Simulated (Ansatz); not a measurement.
# CH9GeN: the cost of one run

Computed with Ansatz 0.2.0, Gaussian basis. Level: PBE0-D4, def2-SVP first, then def2-TZVP.

152 further runs of the same task are left out: 152 set aside as unsound or not needed.

### Step 1. The system as given

The guess: 12 atoms, charge 0, spin multiplicity 1.

Atoms are counted from 1 here; the program's logs count them from 0.

Bond lengths: Ge1–H3 1.526 Å, Ge1–H4 1.480 Å, Ge1–H5 1.482 Å, Ge1–N7 1.978 Å, H6–N7 1.194 Å, N7–C8 1.454 Å, N7–H9 1.016 Å, C8–H10 1.089 Å, C8–H11 1.093 Å, C8–H12 1.091 Å. Angles: H3–Ge1–H4 107.5°, H3–Ge1–H5 107.8°, H3–Ge1–N7 99.0°, H4–Ge1–H5 120.7°, H4–Ge1–N7 109.5°, H5–Ge1–N7 110.0°, Ge1–N7–H6 82.3°, Ge1–N7–C8 119.2°, Ge1–N7–H9 113.6°, H6–N7–C8 117.5°, H6–N7–H9 111.8°, C8–N7–H9 110.0°, N7–C8–H10 108.2°, N7–C8–H11 111.4°, N7–C8–H12 110.9°, H10–C8–H11 108.7°, H10–C8–H12 108.7°, H11–C8–H12 108.9°.

As a file:

```xyz
12
CH9GeN
Ge   -1.4105    0.4295   -0.1386
H    -0.9790   -0.6076    1.8750
H    -1.3342    0.9495   -1.5709
H    -1.3032    1.5964    0.7656
H    -2.5675   -0.4923   -0.0518
H    -0.0802   -0.8279    1.0248
N     0.2786   -0.5985   -0.0906
C     1.5406    0.1039   -0.2601
H     0.2634   -1.4320   -0.6711
H     1.5648    0.9347    0.4431
H     1.6427    0.5000   -1.2741
H     2.3847   -0.5556   -0.0513
```

Distances that are to change: Ge1–N7 1.98 Å, H2–H6 1.26 Å, Ge1–H2 2.31 Å, H6–N7 1.19 Å.

### Step 2. Relaxing the guess with the reacting distances held

The input, hold/in.yaml:

```yaml
crystal:
  periodic: [false, false, false]
  atoms:
    - {symbol: Ge, position_ang: [-1.410500, 0.429500, -0.138600]}
    - {symbol: H, position_ang: [-0.979000, -0.607600, 1.875000]}
    - {symbol: H, position_ang: [-1.334200, 0.949500, -1.570900]}
    - {symbol: H, position_ang: [-1.303200, 1.596400, 0.765600]}
    - {symbol: H, position_ang: [-2.567500, -0.492300, -0.051800]}
    - {symbol: H, position_ang: [-0.080200, -0.827900, 1.024800]}
    - {symbol: N, position_ang: [0.278600, -0.598500, -0.090600]}
    - {symbol: C, position_ang: [1.540600, 0.103900, -0.260100]}
    - {symbol: H, position_ang: [0.263400, -1.432000, -0.671100]}
    - {symbol: H, position_ang: [1.564800, 0.934700, 0.443100]}
    - {symbol: H, position_ang: [1.642700, 0.500000, -1.274100]}
    - {symbol: H, position_ang: [2.384700, -0.555600, -0.051300]}
basis:
  gaussian: {orbitals: def2-SVP}
hamiltonian: {xc: pbe0, dispersion: d4}
relax: {f_tol: 0.04, max_steps: 150, escape_saddle: false, constraints: [{distance: [0, 6]}, {distance: [1, 5]}, {distance: [0, 1]}, {distance: [5, 6]}]}
```

Run with:

```sh
ansatz run in.yaml --threads 4 --pin off --events-out ev --progress --plain --max-ram 9574MiB
```

**Question.** How long does this run take on 4 threads of Arm Neoverse V2, shared host?

About 6.5 s.
